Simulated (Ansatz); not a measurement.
This script drives Ansatz 0.2.0 through its Python package.

Script `methods.py`:
```python
# -*- coding: utf-8 -*-
"""H6N2SeSi at several levels of theory."""

from pathlib import Path
import logging
import sys

import ansatz as az
import numpy as np

logging.basicConfig(stream=sys.stdout, format="[%(levelname)s] %(message)s")
log = logging.getLogger("ansatz_job")
log.setLevel(logging.INFO)


def main():
    molecule = (
        az.Crystal.molecule()
        .atom("N", (-1.3124, 0.7779, -0.0058))
        .atom("Si", (0.2032, -0.0079, 0.2205))
        .atom("N", (-0.1088, -1.7462, 0.4955))
        .atom("Se", (1.5734, 0.2681, -1.6431))
        .atom("H", (-1.7822, 0.4155, -0.9021))
        .atom("H", (-1.1448, 1.8398, -0.2234))
        .atom("H", (0.9233, 0.5807, 1.3855))
        .atom("H", (0.8964, -2.1602, 0.6875))
        .atom("H", (-0.618, -1.8041, 1.4388))
        .atom("H", (1.453, 1.7853, -1.4504))
    )

    base = molecule.calculation().basis(gaussian="def2-SVP")

    log.info("functional    E (Ha)        dipole (D)   HOMO (eV)  LUMO (eV)")
    for name in ["b3lyp", "pbe", "hf", "pbe0", "cam_b3lyp", "lda"]:
        report = base.functional(name).forces().orbitals().run(threads=1, runs_dir="runs").report
        lines = Path(report["orbitals_path"]).read_text().splitlines()
        field_of = lambda key: [line.split("=")[1].strip() for line in lines if line.startswith(key)]
        orbitals = [(27.211386 * float(e), s, float(n)) for e, s, n in zip(field_of("Ene="), field_of("Spin="), field_of("Occup="))]
        homo = max(e for e, _, n in orbitals if n > 0.5)
        lumo = min(e for e, _, n in orbitals if n < 0.5)
        dipole = 4.803205 * np.linalg.norm(report["charge_distribution"]["dipole_moment_e_ang"])
        log.info(f"{name:10s} {report['free_energy_ev'] / 27.211386246:14.6f} {dipole:9.3f} {homo:11.3f} {lumo:10.3f}")


if __name__ == "__main__":
    main()
```

It is started by `python methods.py`. Estimate its wall time and peak memory on 1 thread of Arm Neoverse V1 (shared host).

It took about 28 s, with a peak of 0.35 GiB, for 6 runs of the engine.

```console
$ python methods.py
[INFO] functional    E (Ha)        dipole (D)   HOMO (eV)  LUMO (eV)
[INFO] b3lyp        -2803.803972     1.277      -6.368     -0.257
[INFO] pbe          -2803.102108     1.279      -5.408     -0.888
[INFO] hf           -2800.749600     1.515      -9.423      3.276
[INFO] pbe0         -2803.215952     1.381      -6.667     -0.017
[INFO] cam_b3lyp    -2803.821334     1.344      -7.918      1.064
[INFO] lda          -2798.235086     1.353      -5.499     -1.030
```

Caveats:
- Total energies depend on the basis set; only differences at equal settings carry meaning.
- The geometry is a force-field or estimated start, not a minimum of this method, and the basis set is short of its limit. A lower total doesn't mark the better method: functionals have no common bound, and MP2 and coupled cluster aren't variational.
- b3lyp holds the VWN-RPA fit, as in Gaussian; the form of ORCA and Turbomole is b3lyp5.
- Levels such as HOMO and LUMO are orbital energies: with these approximate functionals they aren't the ionisation energy and electron affinity, and their gap isn't the fundamental gap.
